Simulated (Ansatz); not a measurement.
# Ga (Cmce) in Ansatz: notebook

The runs below take Ga through relaxation of cell and atoms, with PBEsol.

Everything below comes from runs of Ansatz 0.2.0. Logs are shortened: lines on timing, memory, paths and dates and some standing lists are left out, and cuts for length are marked.

### 1 The structure

It takes space group Cmce (No. 64, orthorhombic). The conventional cell has a = 4.523 Å, b = 7.661 Å, c = 4.524 Å, α = 90.00°, β = 90.00°, γ = 90.00°. Ga (site symmetry m) is surrounded by 7 Ga at 2.48 to 2.79 Å.

### 2 Relaxation of cell and atoms, PBEsol

Input file input.yaml:

```yaml
crystal:
  lattice:
    - [2.2615, -3.8305, 0.0]
    - [2.2615, 3.8305, 0.0]
    - [0.0, 0.0, 4.524]
  atoms:
    - { symbol: Ga, position: [0.3451, 0.6549, 0.419] }
    - { symbol: Ga, position: [0.1549, 0.8451, 0.919] }
    - { symbol: Ga, position: [0.6549, 0.3451, 0.581] }
    - { symbol: Ga, position: [0.8451, 0.1549, 0.081] }
kpoints:
  mp_grid: { grid: [7, 7, 6] }
scf:
  occupations: { method: fermi_dirac, width: 0.05 }
hamiltonian:
  xc: pbesol
  pseudopotentials: { kind: all_electron, lapw: { basis_error: 0.002 } }
output:
  forces: true
  stress: true
relax:
  f_tol: 0.02
  max_steps: 60
  cell: {}
```

Potentials or basis: all-electron LAPW, scalar-relativistic.

Launch:

```sh
> ansatz run input.yaml --threads 2 --pin off --max-ram 8192MiB --backend cpu --events-out ev --progress --plain --runs-dir out
```

What it wrote:

```text
Warning: RAYON_NUM_THREADS=2 ignored (pool sized by the plan → 2); use --threads N
The last accepted step is kept in <dir> (removed where the run ends without a failure and the disk answers)
LAPW: plane waves up to 9.015 Å⁻¹, error target 2.0e-3 eV per atom; small_component_spin mean_spin; Ga in spheres of 1.205 Å, 21 of its electrons in bands, Dirac shells [] (how accurate: hamiltonian.pseudopotentials.lapw.basis_error, Limitations)
Engine: ansatz 0.2.0, x86_64-unknown-linux-gnu
Pseudopotentials: kind: all_electron
Pseudopotential: Ga, LAPW, valence charge 21, lapw/all_electron/scalar/gaussian/Ga, Koelling and Harmon's equation, gaussian nucleus
Functional definition: PBEsol
  exchange = pbesol_x
  correlation = pbesol_c
Crystal: 4 atoms, lattice volume = 78.380 Å³
Basis set: ecut = 309.63847835249516 eV, 969 PW (Γ), exchange–correlation at level 2
Bands: 51, of which v1, the nominal top of the filled ones, is band 42 counted from 1 (41 counted from 0)
Symmetry: 8 space group operations
Space group: Cmce (ITA 64), of the structure as read, at distance tolerance 4.3e-5 Å
k-points: 64 of 294
Non-local potential: Ga, projectors of the file, none
Initial density: superposition of atomic densities (chi_scale 0.1, normalization cell)
Initial wavefunctions: plane waves of lowest kinetic energy (no species holds an atomic orbital)
Functional: x = pbesol(κ = 0.804, μ = 0.12345679012345678), c = pbesol(β = 0.046)
iter 1 solved again at ethr=2.70e-4 eV; its pass at ethr=1.00e-1 eV (dr2=2.27e-1 eV) is discarded
SCF iter   1: F=—  HF=-211440.339067 eV  |F-HF|=—  |Δ(HF+E_count)|=         —  Δρ=1.99e-2  dr2=2.28e-1  ethr=2.70e-4  ⟨swp⟩=2.9  Hψ=20340  notcnv=0
preconditioner: auto → LDOS  [metal: Δε(μ)=0.063 eV  Ē_g=17.064 eV  σ=0.050 eV  W_gap=0.30  n_scr=20 (ndim 8)  ℏωp=30.2 eV  f_vac=0.029  D(μ)=1.03/eV (n_scr^D=2)  β→1.0]
iter 2 solved again at ethr=1.57e-5 eV; its pass at ethr=2.70e-4 eV (dr2=1.32e-2 eV) is discarded
SCF iter   2: F=—  HF=-211440.459111 eV  |F-HF|=—  |Δ(HF+E_count)|=   1.20e-1  Δρ=3.10e-3  dr2=1.32e-2  ethr=1.57e-5  ⟨swp⟩=2.0  Hψ=16437  notcnv=0
SCF iter   3: F=—  HF=-211440.180689 eV  |F-HF|=—  |Δ(HF+E_count)|=   2.78e-1  Δρ=3.57e-3  dr2=7.18e-3  ethr=1.57e-5  ⟨swp⟩=3.0  Hψ=11388  notcnv=0
SCF iter   4: F=—  HF=-211440.160471 eV  |F-HF|=—  |Δ(HF+E_count)|=   2.02e-2  Δρ=1.06e-3  dr2=5.51e-4  ethr=8.54e-6  ⟨swp⟩=2.0  Hψ=9167  notcnv=0
SCF iter   5: F=—  HF=-211440.160179 eV  |F-HF|=—  |Δ(HF+E_count)|=   2.92e-4  Δρ=1.65e-4  dr2=2.14e-5  ethr=6.56e-7  ⟨swp⟩=2.0  Hψ=9167  notcnv=0
SCF iter   6: F=—  HF=-211440.160172 eV  |F-HF|=—  |Δ(HF+E_count)|=   7.08e-6  Δρ=3.08e-5  dr2=2.80e-7  ethr=2.55e-8  ⟨swp⟩=2.9  Hψ=9282  notcnv=0
SCF iter   7: F=-211440.160172 eV  HF=-211440.160172 eV  |F-HF|=5.53e-10  |Δ(HF+E_count)|=   2.28e-7  Δρ=3.55e-6  dr2=5.72e-9  ethr=3.33e-10  ⟨swp⟩=3.0  Hψ=9518  notcnv=0
SCF 1 converged in 7 iterations: F = -211440.160172 eV  dr2 = 5.72e-9
relax step   1: F+E_penalty+E_count = -211440.16017244 eV  Δ(F+E_penalty+E_count) = +0.000e0 eV  max|allowed force component| = 1.146e-1 eV/Å  Δτ_max = 0.0000 Å  P = -1.548 GPa  Ω = 78.380 Å³  (7 SCF iters, accepted)
Crystal: 4 atoms, lattice volume = 76.397 Å³
Basis set: ecut = 314.97295874009103 eV, 969 PW (Γ), exchange–correlation at level 2
Initial density: handed on by an earlier stage of this run
Initial wavefunctions: those handed on with the density
iter 1 solved again at ethr=1.54e-6 eV; its pass at ethr=1.00e-1 eV (dr2=1.29e-3 eV) is discarded
[... 11 lines left out ...]
Crystal: 4 atoms, lattice volume = 76.003 Å³
Basis set: ecut = 316.06014026997906 eV, 969 PW (Γ), exchange–correlation at level 2
iter 1 solved again at ethr=2.47e-7 eV; its pass at ethr=1.00e-1 eV (dr2=2.08e-4 eV) is discarded
SCF iter   1: F=—  HF=-211440.178111 eV  |F-HF|=—  |Δ(HF+E_count)|=         —  Δρ=6.09e-4  dr2=3.29e-4  ethr=2.47e-7  ⟨swp⟩=4.1  Hψ=20215  notcnv=0
preconditioner: auto → Kerker (q_TF=auto, 2.774 Å⁻¹)  [metal: Δε(μ)=0.015 eV  Ē_g=17.710 eV  σ=0.050 eV  W_gap=0.07  n_scr=20 (ndim 8)  ℏωp=30.7 eV  f_vac=0.058  D(μ)=0.65/eV (n_scr^D=0)]
[... 17 lines left out ...]
SCF iter   5: F=—  HF=-211440.178087 eV  |F-HF|=—  |Δ(HF+E_count)|=   1.91e-6  Δρ=1.39e-5  dr2=1.81e-7  ethr=4.16e-10  ⟨swp⟩=3.0  Hψ=9478  notcnv=0
SCF iter   6: F=-211440.178087 eV  HF=-211440.178087 eV  |F-HF|=1.69e-9  |Δ(HF+E_count)|=   4.60e-9  Δρ=4.62e-6  dr2=2.45e-8  ethr=2.15e-10  ⟨swp⟩=2.0  Hψ=9064  notcnv=0
SCF 4 converged in 6 iterations: F = -211440.178087 eV  dr2 = 2.45e-8
relax step   4: F+E_penalty+E_count = -211440.17808744 eV  Δ(F+E_penalty+E_count) = -8.146e-5 eV  max|allowed force component| = 1.862e-2 eV/Å  Δτ_max = 0.0089 Å  P = +0.015 GPa  Ω = 76.077 Å³  (6 SCF iters, accepted)
Crystal: 4 atoms, lattice volume = 76.232 Å³
Basis set: ecut = 315.42817459547547 eV, 969 PW (Γ), exchange–correlation at level 2
iter 1 solved again at ethr=1.34e-7 eV; its pass at ethr=1.00e-1 eV (dr2=1.12e-4 eV) is discarded
SCF iter   1: F=—  HF=-211440.177862 eV  |F-HF|=—  |Δ(HF+E_count)|=         —  Δρ=3.26e-4  dr2=9.69e-5  ethr=1.34e-7  ⟨swp⟩=4.6  Hψ=19968  notcnv=0
preconditioner: auto → Kerker (q_TF=auto, 2.773 Å⁻¹)  [metal: Δε(μ)=0.065 eV  Ē_g=17.702 eV  σ=0.050 eV  W_gap=0.31  n_scr=22 (ndim 8)  ℏωp=30.7 eV  f_vac=0.059  D(μ)=0.58/eV (n_scr^D=0)]
SCF iter   2: F=—  HF=-211440.177849 eV  |F-HF|=—  |Δ(HF+E_count)|=   1.27e-5  Δρ=2.15e-4  dr2=4.31e-5  ethr=1.15e-7  ⟨swp⟩=2.0  Hψ=9074  notcnv=0
iter 3 solved again at ethr=2.83e-9 eV; its pass at ethr=5.13e-8 eV (dr2=2.37e-6 eV) is discarded
SCF iter   3: F=—  HF=-211440.177842 eV  |F-HF|=—  |Δ(HF+E_count)|=   6.79e-6  Δρ=4.61e-5  dr2=2.38e-6  ethr=2.83e-9  ⟨swp⟩=2.0  Hψ=15752  notcnv=0
SCF iter   4: F=—  HF=-211440.177843 eV  |F-HF|=—  |Δ(HF+E_count)|=   5.42e-7  Δρ=1.41e-5  dr2=2.33e-7  ethr=2.83e-9  ⟨swp⟩=2.0  Hψ=9074  notcnv=0
SCF iter   5: F=-211440.177842 eV  HF=-211440.177842 eV  |F-HF|=1.79e-8  |Δ(HF+E_count)|=   1.22e-6  Δρ=7.53e-6  dr2=6.08e-8  ethr=2.77e-10  ⟨swp⟩=3.0  Hψ=9387  notcnv=0
SCF 5 converged in 5 iterations: F = -211440.177842 eV  dr2 = 6.08e-8
relax step   5: F+E_penalty+E_count = -211440.17784156 eV  Δ(F+E_penalty+E_count) = +2.459e-4 eV  max|allowed force component| = 3.332e-2 eV/Å  Δτ_max = 0.0064 Å  P = -0.086 GPa  Ω = 76.232 Å³  (5 SCF iters, rejected (line search))
Crystal: 4 atoms, lattice volume = 76.103 Å³
Basis set: ecut = 315.78445635271186 eV, 969 PW (Γ), exchange–correlation at level 2
iter 1 solved again at ethr=9.36e-8 eV; its pass at ethr=1.00e-1 eV (dr2=7.86e-5 eV) is discarded
SCF iter   1: F=—  HF=-211440.178316 eV  |F-HF|=—  |Δ(HF+E_count)|=         —  Δρ=2.90e-4  dr2=6.70e-5  ethr=9.36e-8  ⟨swp⟩=4.5  Hψ=19718  notcnv=0
preconditioner: auto → Kerker (q_TF=auto, 2.774 Å⁻¹)  [metal: Δε(μ)=0.023 eV  Ē_g=17.707 eV  σ=0.050 eV  W_gap=0.12  n_scr=22 (ndim 8)  ℏωp=30.7 eV  f_vac=0.059  D(μ)=0.63/eV (n_scr^D=0)]
SCF iter   2: F=—  HF=-211440.178308 eV  |F-HF|=—  |Δ(HF+E_count)|=   7.50e-6  Δρ=1.93e-4  dr2=3.01e-5  ethr=7.98e-8  ⟨swp⟩=2.0  Hψ=9064  notcnv=0
iter 3 solved again at ethr=1.26e-9 eV; its pass at ethr=3.58e-8 eV (dr2=1.06e-6 eV) is discarded
SCF iter   3: F=—  HF=-211440.178303 eV  |F-HF|=—  |Δ(HF+E_count)|=   4.67e-6  Δρ=3.40e-5  dr2=1.06e-6  ethr=1.26e-9  ⟨swp⟩=2.0  Hψ=15754  notcnv=0
SCF iter   4: F=—  HF=-211440.178304 eV  |F-HF|=—  |Δ(HF+E_count)|=   4.16e-7  Δρ=1.05e-5  dr2=9.58e-8  ethr=1.26e-9  ⟨swp⟩=2.0  Hψ=9064  notcnv=0
SCF iter   5: F=-211440.178303 eV  HF=-211440.178303 eV  |F-HF|=4.10e-9  |Δ(HF+E_count)|=   6.87e-7  Δρ=4.87e-6  dr2=2.13e-8  ethr=1.14e-10  ⟨swp⟩=3.0  Hψ=10004  notcnv=0
SCF 6 converged in 5 iterations: F = -211440.178303 eV  dr2 = 2.13e-8
relax step   6: F+E_penalty+E_count = -211440.17830318 eV  Δ(F+E_penalty+E_count) = -2.157e-4 eV  max|allowed force component| = 2.709e-4 eV/Å  Δτ_max = 0.0035 Å  P = +0.005 GPa  Ω = 76.103 Å³  (5 SCF iters, accepted)
Basis set: ecut = 315.78445635271186 eV, 961 PW (Γ), exchange–correlation at level 2
iter 1 solved again at ethr=3.29e-11 eV; its pass at ethr=1.00e-1 eV (dr2=2.77e-8 eV) is discarded
SCF iter   1: F=—  HF=-211440.178338 eV  |F-HF|=—  |Δ(HF+E_count)|=         —  Δρ=6.89e-6  dr2=2.23e-8  ethr=3.29e-11  ⟨swp⟩=5.0  Hψ=25551  notcnv=0  reapply=58
preconditioner: auto → Kerker (q_TF=auto, 2.774 Å⁻¹)  [metal: Δε(μ)=0.026 eV  Ē_g=17.707 eV  σ=0.050 eV  W_gap=0.13  n_scr=22 (ndim 8)  ℏωp=30.7 eV  f_vac=0.059  D(μ)=0.63/eV (n_scr^D=0)]
SCF iter   2: F=-211440.178338 eV  HF=-211440.178338 eV  |F-HF|=1.95e-8  |Δ(HF+E_count)|=   4.09e-8  Δρ=4.21e-6  dr2=1.21e-8  ethr=2.66e-11  ⟨swp⟩=2.0  Hψ=9064  notcnv=0
SCF 7 converged in 2 iterations: F = -211440.178338 eV  dr2 = 1.21e-8
relax step   7: F+E_penalty+E_count = -211440.17833824 eV  Δ(F+E_penalty+E_count) = -3.505e-5 eV  max|allowed force component| = 2.824e-4 eV/Å  Δτ_max = 0.0000 Å  P = +0.005 GPa  Ω = 76.103 Å³  stress off target by 9.35e-3 GPa  SCF on the basis re-selected at this cell (its energy is not comparable with the rows above)  (2 SCF iters)
basis re-selected at this cell: Δ(F+E_penalty+E_count) = -3.505e-5 eV, ΔP = -0.000 GPa vs the last step (what re-selecting the basis moved, after the strain that the cell walked since its last selection, with what the two solves' SCF thresholds leave and, on support functions, any second-order correction that the steps lacked; it is no measure of the basis error at this ecutwfc). This SCF's stress stands 9.35e-3 GPa from its target on what of the cell is left free (relax.cell.stress_tol is 5.00e-2 GPa) and its largest allowed force component is 2.82e-4 eV/Å (relax.f_tol is 2.00e-2 eV/Å): within both
SCF converged after 2 iterations
Free energy (F): -211440.178338 eV
Harris-Foulkes:  -211440.178338 eV  (|F-HF|=1.95e-8)
Internal energy: -211440.173124 eV  (E = F + TS)
E sigma→0 (E₀):  -211440.175731 eV
Entropy (-TS):   -0.005214 eV (-1.304 meV/atom)
Fermi energy:    11.379802 eV
--- Per-component energies (eV) ---
  E_band       = -3111.101596
  E_kinetic    = 215575.936697
  E_xc         = -8076.338520
  E_electrostatic = -418939.771301  (all electrons and nuclei)
  E_smearing   = -0.005214  (= −TS)
  E_closure    = 0.000000  (closes the sum)
  E_atoms      = -211426.824509  (free atoms, spherical and without spin; not in F)
  Σ components = -211440.178338   (vs F -211440.178338, Δ=0.00e0)
  Basis errors (estimates in eV, not in F): energy 8.1e-4 per atom: plane waves 7.6e-4 (4.4e-4 summed), levels above the bands 3.5e-49, relativity 8.5e-9, radial functions 5.0e-5, core shells 1.9e-10; eigenvalues (radial functions only) 4.1e-7; not estimated: angular momenta, meshes, grids; target (lapw.basis_error) 2.0e-3; muffin-tin radii Ga 1.193 Å
--- Forces (eV/Å), atoms counted from 1 ---
  atom   1  Ga     0.00000000     0.00028242     0.00023283
  atom   2  Ga    -0.00000000    -0.00028242     0.00023283
  atom   3  Ga     0.00000000    -0.00028242    -0.00023283
  atom   4  Ga    -0.00000000     0.00028242    -0.00023283
  max |Σ_I F_I| component: 3.79e-19 eV/Å
--- Stress (GPa, compression-positive) ---
        0.005609      -0.000000       0.000000
       -0.000000      -0.000052       0.000000
        0.000000       0.000000       0.009350
  P = ⅓ Tr σ = 0.0050 GPa (0.050 kbar)
--- Relaxed structure (6 steps of the walk, 5 accepted, 1 SCFs on fresh bases) ---
  F+E_penalty+E_count = -211440.17833824 eV   max|allowed force component| = 2.824e-4 eV/Å   (the final SCF, on the basis selected at the relaxed cell)
  cell:  # Å, volume = 76.1028 Å³
    - [2.208795050843174, -3.7994820206149194, 6.500870488318396e-34]
    - [2.208795050843174, 3.7994820206149194, -3.9444899678177117e-35]
    - [6.107771573670506e-34, -4.071847715780337e-34, 4.534100098627761]
  atoms:
    - { symbol: Ga, position: [0.34442736034905064, 0.6555726396509496, 0.4163048367150912] }
    - { symbol: Ga, position: [0.1555726396509497, 0.8444273603490505, 0.9163048367150911] }
    - { symbol: Ga, position: [0.6555726396509496, 0.34442736034905064, 0.5836951632849087] }
    - { symbol: Ga, position: [0.8444273603490505, 0.1555726396509497, 0.08369516328490871] }
```

Wall time 52 s (2 threads of AMD EPYC 9R45 (Zen 5), shared host); peak memory 0.65 GiB.

Results:

```
Free energy                            : -211440.1783 eV
Relaxed volume                         : 19.03 Å³/atom
Relaxed cell                           : a = 4.395 Å, b = 4.395 Å, c = 4.534 Å, α = 90.00°, β = 90.00°, γ = 119.66°
Space group after relaxing (to 0.05 Å) : Cmce (No. 64)
Energy gained by relaxing              : 4.5 meV/atom
Ionic steps                            : 6
Pressure after relaxing                : 0.0 GPa
```

Step by step:
```csv
step,energy change (eV),largest force (eV/Å),volume (Å³)
1,0.0000,0.1227,78.38
2,-0.0160,0.0251,76.40
3,-0.0178,0.0212,76.00
4,-0.0179,0.0200,76.08
5,-0.0181,0.0004,76.10
6,-0.0182,0.0004,76.10
```

Final structure:
```
Ga
1.0
     2.20880   -3.79948    0.00000
     2.20880    3.79948    0.00000
     0.00000    0.00000    4.53410
Ga
4
Direct
  0.34443 0.65557 0.41630
  0.15557 0.84443 0.91630
  0.65557 0.34443 0.58370
  0.84443 0.15557 0.08370
```

### 3 Relaxation of cell and atoms, PBEsol, target pressure 5 GPa, at which the enthalpy is minimised

input.yaml: that of step 2 with these lines changed.

```diff
@@ -23,2 +23,2 @@
   max_steps: 60
-  cell: {}
+  cell: { p_target: 5 }
```

Potentials or basis: all-electron LAPW, scalar-relativistic.

Launch:

```sh
> ansatz run input.yaml --threads 2 --pin off --max-ram 8192MiB --backend cpu --events-out ev --progress --plain --runs-dir out
```

What it wrote:

```text
Warning: RAYON_NUM_THREADS=2 ignored (pool sized by the plan → 2); use --threads N
[... 1 set-up line as earlier in the session ...]
LAPW: plane waves up to 9.015 Å⁻¹, error target 2.0e-3 eV per atom; small_component_spin mean_spin; Ga in spheres of 1.205 Å, 21 of its electrons in bands, Dirac shells [] (how accurate: hamiltonian.pseudopotentials.lapw.basis_error, Limitations)
[... 6 set-up lines as earlier in the session ...]
Crystal: 4 atoms, lattice volume = 78.380 Å³
Basis set: ecut = 309.63847835249516 eV, 969 PW (Γ), exchange–correlation at level 2
Bands: 51, of which v1, the nominal top of the filled ones, is band 42 counted from 1 (41 counted from 0)
[... 2 set-up lines as earlier in the session ...]
k-points: 64 of 294
[... 4 set-up lines as earlier in the session ...]
iter 1 solved again at ethr=2.70e-4 eV; its pass at ethr=1.00e-1 eV (dr2=2.27e-1 eV) is discarded
SCF iter   1: F=—  HF=-211440.339067 eV  |F-HF|=—  |Δ(HF+E_count)|=         —  Δρ=1.99e-2  dr2=2.28e-1  ethr=2.70e-4  ⟨swp⟩=2.9  Hψ=20340  notcnv=0
[... 73 lines left out ...]
SCF converged after 2 iterations
Free energy (F): -211440.105915 eV
Harris-Foulkes:  -211440.105915 eV  (|F-HF|=2.52e-8)
Internal energy: -211440.101128 eV  (E = F + TS)
E sigma→0 (E₀):  -211440.103522 eV
Entropy (-TS):   -0.004787 eV (-1.197 meV/atom)
Fermi energy:    12.442448 eV
--- Per-component energies (eV) ---
  E_band       = -3029.200090
  E_kinetic    = 215582.377061
  E_xc         = -8078.255590
  E_electrostatic = -418944.222600  (all electrons and nuclei)
  E_smearing   = -0.004787  (= −TS)
  E_closure    = 0.000000  (closes the sum)
  E_atoms      = -211426.824509  (free atoms, spherical and without spin; not in F)
  Σ components = -211440.105915   (vs F -211440.105915, Δ=0.00e0)
  Basis errors (estimates in eV, not in F): energy 8.8e-4 per atom: plane waves 8.3e-4 (4.8e-4 summed), levels above the bands 5.1e-50, relativity 6.6e-9, radial functions 5.2e-5, core shells 2.1e-10; eigenvalues (radial functions only) 4.7e-7; not estimated: angular momenta, meshes, grids; target (lapw.basis_error) 2.0e-3; muffin-tin radii Ga 1.166 Å
--- Forces (eV/Å), atoms counted from 1 ---
  atom   1  Ga    -0.00000000    -0.00037925    -0.00341046
  atom   2  Ga    -0.00000000     0.00037925    -0.00341046
  atom   3  Ga     0.00000000     0.00037925     0.00341046
  atom   4  Ga     0.00000000    -0.00037925     0.00341046
  max |Σ_I F_I| component: 6.51e-19 eV/Å
--- Stress (GPa, compression-positive) ---
        5.036097       0.000000       0.000000
        0.000000       4.999536      -0.000000
        0.000000      -0.000000       4.979931
  P = ⅓ Tr σ = 5.0052 GPa (50.052 kbar)
--- Relaxed structure (5 steps of the walk, 5 accepted, 1 SCFs on fresh bases) ---
  F+E_penalty+E_count = -211440.10591538 eV   max|allowed force component| = 3.410e-3 eV/Å   (the final SCF, on the basis selected at the relaxed cell)
  cell:  # Å, volume = 71.1230 Å³
    - [2.1568975583864596, -3.7225705313998154, 3.2489670298386045e-33]
    - [2.1568975583864596, 3.7225705313998154, 3.162775536274852e-33]
    - [6.41316015235403e-33, -5.089809644725422e-35, 4.429022554490571]
  atoms:
    - { symbol: Ga, position: [0.3447261035591861, 0.6552738964408139, 0.41664272324906904] }
    - { symbol: Ga, position: [0.15527389644081385, 0.8447261035591862, 0.9166427232490695] }
    - { symbol: Ga, position: [0.6552738964408139, 0.3447261035591861, 0.5833572767509311] }
    - { symbol: Ga, position: [0.8447261035591862, 0.15527389644081385, 0.08335727675093098] }
```

It took 46 s on 2 threads of AMD EPYC 9R45 (Zen 5), shared host; peak memory 0.65 GiB.

What came out:

```
Free energy                                            : -211440.1059 eV
Relaxed volume                                         : 17.78 Å³/atom
Relaxed cell                                           : a = 4.302 Å, b = 4.302 Å, c = 4.429 Å, α = 90.00°, β = 90.00°, γ = 119.82°
Space group after relaxing (to 0.05 Å)                 : Cmce (No. 64)
Energy change on relaxing (the enthalpy is what falls) : +13.6 meV/atom
Ionic steps                                            : 6
Pressure after relaxing                                : 5.0 GPa
Largest force after relaxing                           : 0.003 eV/Å
```

Forces on the atoms (eV/Å):
```
Ga   0.000  0.000 -0.003
Ga   0.000  0.000 -0.003
Ga   0.000  0.000  0.003
Ga   0.000  0.000  0.003
```

The path:
```csv
step,energy change (eV),largest force (eV/Å),volume (Å³)
1,0.0000,0.1227,78.38
2,0.0765,0.1503,70.63
3,0.0531,0.0280,71.18
4,0.0546,0.0166,71.12
5,0.0543,0.0034,71.12
6,0.0543,0.0034,71.12
```

Final structure:
```xyz
4
Lattice="2.1569 -3.7226 0.0000 2.1569 3.7226 0.0000 0.0000 0.0000 4.4290" Properties=species:S:1:pos:R:3 pbc="T T T"
Ga    2.1569    1.1560    1.8453
Ga    2.1569    2.5665    4.0598
Ga    2.1569   -1.1560    2.5837
Ga    2.1569   -2.5665    0.3692
```

### 4 Relaxation of cell and atoms, PBEsol, target pressure 10 GPa, at which the enthalpy is minimised

input.yaml: that of step 3 with these lines changed.

```diff
@@ -23,2 +23,2 @@
   max_steps: 60
-  cell: { p_target: 5 }
+  cell: { p_target: 10 }
```

Launch:

```sh
> ansatz run input.yaml --threads 2 --pin off --max-ram 8192MiB --backend cpu --events-out ev --progress --plain --runs-dir out
```

Run time: 42 s. Hardware: 2 threads of AMD EPYC 9R45 (Zen 5), shared host; peak memory 0.65 GiB.

Results (log left out):

```
Free energy                                            : -211439.9399 eV
Relaxed volume                                         : 16.88 Å³/atom
Relaxed cell                                           : a = 4.236 Å, b = 4.236 Å, c = 4.338 Å, α = 90.00°, β = 90.00°, γ = 119.82°
Space group after relaxing (to 0.05 Å)                 : Cmce (No. 64)
Energy change on relaxing (the enthalpy is what falls) : +55.1 meV/atom
Ionic steps                                            : 6
Pressure after relaxing                                : 10.0 GPa
Largest force after relaxing                           : 0.008 eV/Å
```

Forces in eV/Å, atoms in the order of the input:
```
Ga   0.000  0.000 -0.008
Ga   0.000  0.000 -0.008
Ga   0.000  0.000  0.008
Ga   0.000  0.000  0.008
```

The path:
```
step  energy change (eV)  largest force (eV/Å)  volume (Å³)
   1              0.0000                0.1227        78.38
   2              0.1448                0.1817        69.00
   3              0.2526                0.0223        67.03
   4              0.2211                0.0139        67.52
   5              0.2203                0.0075        67.53
   6              0.2202                0.0075        67.53
```

Final structure:
```
CELL_PARAMETERS angstrom
2.12380 -3.66502 0.00000
2.12380 3.66502 0.00000
0.00000 0.00000 4.33777
ATOMIC_POSITIONS crystal
Ga 0.34498 0.65502 0.41672
Ga 0.15502 0.84498 0.91672
Ga 0.65502 0.34498 0.58328
Ga 0.84498 0.15502 0.08328
```

[end of part 1 of 2]
